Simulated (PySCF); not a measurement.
# CuH: singlet, from a linear start

The task is one start of a wider search on CuH: the singlet, from a linear start. It is relaxed, tested by its Hessian and followed downhill if it is a saddle.

The runs use PySCF 2.14.0; wB97X, basis Cu def2-TZVP, H def2-TZVP, no relativity, density fitting.

**1. The system as given**

2 atoms, charge 0, spin multiplicity 1.

Bond lengths: Cu1–H2 1.512 Å.

Z-matrix (Å, degrees; charge 0 multiplicity 1):
```
Cu
H  1 1.5120
```

**2. The SCF at the typed geometry**

One driver script runs all steps and calls PySCF; scf.py shows how it sets up the SCF of each step. The optimiser is the driver's own. The state is first sought with PBE0. After this first run the driver tries any further starts and a stability analysis.

Contents of scf.py:

```python
from pyscf import gto, scf, dft
mol = gto.M(atom='''
Cu     0.000000     0.000000     0.000000
H      0.000000     0.000000     1.512000''',
    basis={'Cu': 'def2-TZVP', 'H': 'def2-TZVP'},
    charge=0, spin=0)
mf = dft.RKS(mol, xc='PBE0')
mf.grids.atom_grid = (50, 194)
aux = {'Cu': 'def2-universal-JKFIT', 'H': 'def2-universal-JKFIT'}
mf = mf.density_fit(auxbasis=aux)
mf.conv_tol = 1e-08
mf.diis_space = 10
mf.max_cycle = 60
mf.init_guess = 'minao'
mf.verbose = 4
mf.kernel()
```

On the command line:

```bash
OMP_NUM_THREADS=1 python axn.py task.json out
```

The runs that follow: Relaxation: linear start, singlet; Hessian and properties.

Q: Predict the outcome of this session. Wanted: minimum; geometry; wavenumbers; dipole moment; highest occupied, lowest empty level; polar-tensor charge of Cu1; zero-point energy; atomisation energy.

**Answer**, as computed:

| quantity | value |
| --- | --- |
| minimum | singlet, C∞v |
| geometry | Cu–H 1.483 Å |
| wavenumbers (cm⁻¹) | 1901 (σ+) |
| dipole moment | 2.96 D |
| highest occupied, lowest empty level | -9.08, 0.05 eV |
| polar-tensor charge of Cu1 | +0.38 e |
| zero-point energy | 11.4 kJ/mol |
| entropy at 298.15 K | 196.4 J/(mol K) |
| atomisation energy (no zero-point energy) | 271 kJ/mol |

**Reading.** The linear start keeps its C∞v symmetry and ends in a minimum. The strongest infrared band lies at 1901 cm⁻¹ (σ+, stretch). Other starts or spin states, not run here, may lie lower. Whether spin polarisation would lower the closed shell was not checked.
